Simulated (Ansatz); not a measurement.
# LiPb2O3: the cost of one run

Computed with Ansatz 0.2.0 (DFT PBE, scalar-relativistic, plane waves, PAW, unless a step's input says otherwise).

1 further run of the same task is left out (it didn't finish). Runs told in other sessions of the task aren't counted.

## Step 1: The system as given

The structure is hexagonal, space group P6/mmm (No. 191). Conventional cell: a = 5.643 Å, b = 5.643 Å, c = 3.436 Å, α = 90.00°, β = 90.00°, γ = 120.00°. Li (site symmetry 6/mmm) has 6 Pb at 3.26 Å and 12 O at 3.30 Å and 2 Li at 3.44 Å in its first shell of neighbours. Pb (site symmetry -6m2) is surrounded by 6 O at 2.37 Å. O (site symmetry mmm) is surrounded by 4 Pb at 2.37 Å and 4 Li at 3.30 Å.

As a file:

```
CELL_PARAMETERS angstrom
5.64286 0.00000 0.00000
-2.82143 4.88686 0.00000
0.00000 0.00000 3.43604
ATOMIC_POSITIONS crystal
Li 0.00000 0.00000 0.00000
Pb 0.33333 0.66667 0.00000
Pb 0.66667 0.33333 0.00000
O 0.50000 0.00000 0.50000
O 0.50000 0.50000 0.50000
O 0.00000 0.50000 0.50000
```

This is candidate A: ScCo3B2 type (P6/mmm, No. 191).

(A quick probe on a coarse mesh, which set the mesh and smearing, is not shown.)

## Step 3: Rough relaxation on the coarse mesh (candidate A)

input.yaml

```yaml
crystal:
  lattice:
    - [5.6428615471, 0.0, 0.0]
    - [-2.8214307736, 4.8868614498, 0.0]
    - [0.0, 0.0, 3.4360393018]
  atoms:
    - { symbol: Li, position: [0.0, 0.0, 0.0] }
    - { symbol: Pb, position: [0.3333333333, 0.6666666667, 0.0] }
    - { symbol: Pb, position: [0.6666666667, 0.3333333333, 0.0] }
    - { symbol: O, position: [0.5, 0.0, 0.5] }
    - { symbol: O, position: [0.5, 0.5, 0.5] }
    - { symbol: O, position: [0.0, 0.5, 0.5] }
basis:
  ecutwfc: 420
kpoints:
  mp_grid: { grid: [6, 6, 6] }
hamiltonian:
  xc: pbe
scf:
  occupations: { method: gaussian, width: 0.1 }
  lower_state_search: "off"
output:
  forces: true
  stress: true
  eigenvalues: true
relax:
  adjacent_minimum: "off"
  f_tol: 0.04
  max_steps: 70
  cell: { stress_tol: 0.4 }
```

Launch:

```console
$ ansatz run input.yaml --threads 1 --pin off --max-ram 2560MiB --backend cpu --events-out ev --progress --plain --runs-dir out
```

**Question.** How long does this run take on 1 thread of Oxide Virtual Turin-like (Zen 5), shared host, and how much memory does it need?

About 34 s, with a peak of 0.47 GiB.
